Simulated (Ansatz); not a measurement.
# CH₄S₂Si: basis-set convergence

Aim: see how fast density functionals converge with the basis set for CH₄S₂Si.

The runs use Ansatz 0.2.0, Gaussian basis; one geometry, several basis sets.

The runs, in order: PBE0-D4/def2-SVP; ωB97M-V/def2-SVP; PBE0-D4/def2-QZVPP; ωB97M-V/def2-QZVPP; the functionals' def2-TZVPP values are taken from earlier runs.

**1. Structure used throughout**

An earlier PBE0-D4 in a triple-zeta def2 set relaxation fixed the geometry.

SMILES `S=C[SiH2]S`, 8 atoms, charge 0, spin multiplicity 1.

Atoms are counted from 1 here; the program's logs count them from 0.

Bond lengths: S1–C2 1.611 Å, C2–Si3 1.877 Å, C2–H5 1.094 Å, Si3–S4 2.136 Å, Si3–H6 1.480 Å, Si3–H7 1.485 Å, S4–H8 1.344 Å. Angles: S1–C2–Si3 122.6°, S1–C2–H5 119.3°, Si3–C2–H5 118.1°, C2–Si3–S4 109.2°, C2–Si3–H6 108.4°, C2–Si3–H7 110.2°, S4–Si3–H6 112.7°, S4–Si3–H7 104.3°, H6–Si3–H7 112.0°, Si3–S4–H8 94.1°.

**2. PBE0-D4 in def2-SVP**

The input, in.yaml:

```yaml
crystal:
  periodic: [false, false, false]
  atoms:
    - {symbol: S, position_ang: [-1.276617, 0.832279, -2.003167]}
    - {symbol: C, position_ang: [0.073065, 0.400919, -1.235944]}
    - {symbol: Si, position_ang: [0.200304, 0.351808, 0.636126]}
    - {symbol: S, position_ang: [0.464701, -1.671055, 1.269230]}
    - {symbol: H, position_ang: [0.944083, 0.088343, -1.820358]}
    - {symbol: H, position_ang: [-1.017425, 0.973031, 1.203241]}
    - {symbol: H, position_ang: [1.437311, 1.040572, 1.085489]}
    - {symbol: H, position_ang: [-0.733122, -2.072998, 0.809586]}
basis:
  gaussian: {orbitals: def2-SVP}
hamiltonian: {xc: pbe0, dispersion: d4}
output: {orbitals: {seedname: orbitals}}
```

The run is started by

```
ansatz run in.yaml --threads 2 --pin off --events-out ev --progress --plain --max-ram 4352MiB
```

The runs that follow: ωB97M-V in def2-SVP; PBE0-D4 in def2-QZVPP; ωB97M-V in def2-QZVPP.

Before running them: what should the planned runs give, taken together? Wanted: PBE0-D4: double and triple zeta above quadruple; ωB97M-V: double and triple zeta above quadruple.

**Answer**, as computed:

| quantity | value |
| --- | --- |
| PBE0-D4: double and triple zeta above quadruple | 12.54, 0.99 eV |
| ωB97M-V: double and triple zeta above quadruple | 12.52, 0.93 eV |

**Reading.** PBE0-D4 gains 11.55 eV from double to triple zeta, then 0.99 eV more. These are total energies; as a rule much of such shifts cancels in differences, which this series doesn't test.
